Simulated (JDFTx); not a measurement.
Runs of JDFTx 1.7.0 (patched build) on P2. The cell holds a molecule in a box, 2 atoms: a = 9.000 Å, b = 9.000 Å, c = 11.000 Å, α = 90.00°, β = 90.00°, γ = 90.00°. 

```tsv
task	level	potentials or basis	cell	smearing	check on overlapping cores	liquid model	variant of the liquid model	solvent	density cutoff over wavefunction cutoff	other keys	largest force (eV/Å)
solvation	PBE+D3	PseudoDojo-SR-PBE-0.5-standard with smoothed tails	as given	fixed	none	NonlinearPCM	SGA13	H2O	4	-	0.39
solvation	OLYP	PseudoDojo-SR-PBE-0.5-standard with smoothed tails	as given	fixed	none	LinearPCM	LA12	H2O	4	-	0.13
solvation	PBE+D3	PseudoDojo-SR-PBE-0.5-standard with smoothed tails	as given	fixed	none	LinearPCM	GLSSA13	H2O	4	-	0.39
solvation	PBE+D3	PseudoDojo-SR-PBE-0.5-standard with smoothed tails	as given	fixed	none	NonlinearPCM	GLSSA13	H2O	4	-	0.40
single point	PBE	PseudoDojo-SR-PBE-0.5-standard with smoothed tails	as given	fermi-dirac 0.05 eV	-	-	-	-	8	-	0.35
solvation	PBE+D3	PseudoDojo-SR-PBE-0.5-standard with smoothed tails	as given	fixed	none	LinearPCM	LA12	H2O	4	-	(b)
solvation	OLYP	PseudoDojo-SR-PBE-0.5-standard with smoothed tails	as given	fixed	none	LinearPCM	SoftSphere	H2O	4	-	(a)
```

Alike in all rows: no spin polarisation; k mesh 1 × 1 × 1; cutoff (eV) 599.

Q: Fill in the values left out.

A: (a) 0.12; (b) 0.44.

Caveats: forces may be off by hundredths of an eV/Å (some runs); forces in the liquid are good to some per cent (some runs); the liquid is a continuum model, checked here against plausible ranges alone (some runs); the potentials were made for another functional, which shifts forces and pressure (some runs).
